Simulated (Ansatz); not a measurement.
**HgPt: a single-point run**

Wanted: a converged single-point run for HgPt, and a check of what comes out. The structure is shown as the input types it.

Method: DFT, LDA, PAW with Ansatz's default frozen-core files, scalar-relativistic, in Ansatz 0.2.0.

3 further runs of the same task are left out: 2 that didn't finish, 1 set aside as unsound or not needed.

### Step 1. Starting point

It takes space group Cm (No. 8, monoclinic). The conventional cell has a = 4.202 Å, b = 4.202 Å, c = 3.825 Å, α = 90.00°, β = 90.00°, γ = 90.00°. Around Hg (site symmetry m) lie 1 Pt at 1.65 Å. Pt (site symmetry m) is surrounded by 1 Hg at 1.65 Å.

Coordinates:

```cif
data_structure
_symmetry_space_group_name_H-M 'P 1'
_symmetry_Int_Tables_number 1
_cell_length_a 2.9710
_cell_length_b 2.9710
_cell_length_c 3.8250
_cell_angle_alpha 90.000
_cell_angle_beta 90.000
_cell_angle_gamma 90.000
_cell_volume 33.76
loop_
_atom_site_label
_atom_site_type_symbol
_atom_site_fract_x
_atom_site_fract_y
_atom_site_fract_z
_atom_site_occupancy
Hg1 Hg 0.89500 0.89500 0.89500 1
Pt1 Pt 0.60500 0.60500 0.60500 1
```

### Step 2. Input and run

Input file input.yaml:

```yaml
crystal:
  lattice:
    - [2.971, 0.0, 0.0]
    - [0.0, 2.971, 0.0]
    - [0.0, 0.0, 3.825]
  atoms:
    - { symbol: Hg, position: [-0.105, -0.105, -0.105] }
    - { symbol: Pt, position: [0.605, 0.605, 0.605] }
kpoints:
  mp_grid: { grid: [0, 10, 8] }
scf:
  occupations: { method: fermi_dirac, width: 0.05 }
  max_iter: 80
hamiltonian:
  xc: lda
  pseudopotentials: { kind: paw }
output:
  forces: true
  stress: true
  eigenvalues: true
  efg: { contact_densities: true }
  populations: true
```

Launch:

```
$ ansatz run input.yaml --threads 1 --pin off --max-ram 2048MiB --backend cpu --events-out ev --progress --plain --runs-dir out
```

Q: Will this input give a usable result? If not, why, and what should change?

The run ended at the input check. The line that matters: «invalid value for `kpoints.mp_grid.grid`: each dimension must be in 1..=255»

The suspect setting: kpoints.mp_grid.grid is [0, 10, 8]. The mesh can't be built from what was typed.

Remedy: set kpoints.mp_grid.grid to [10, 10, 8].
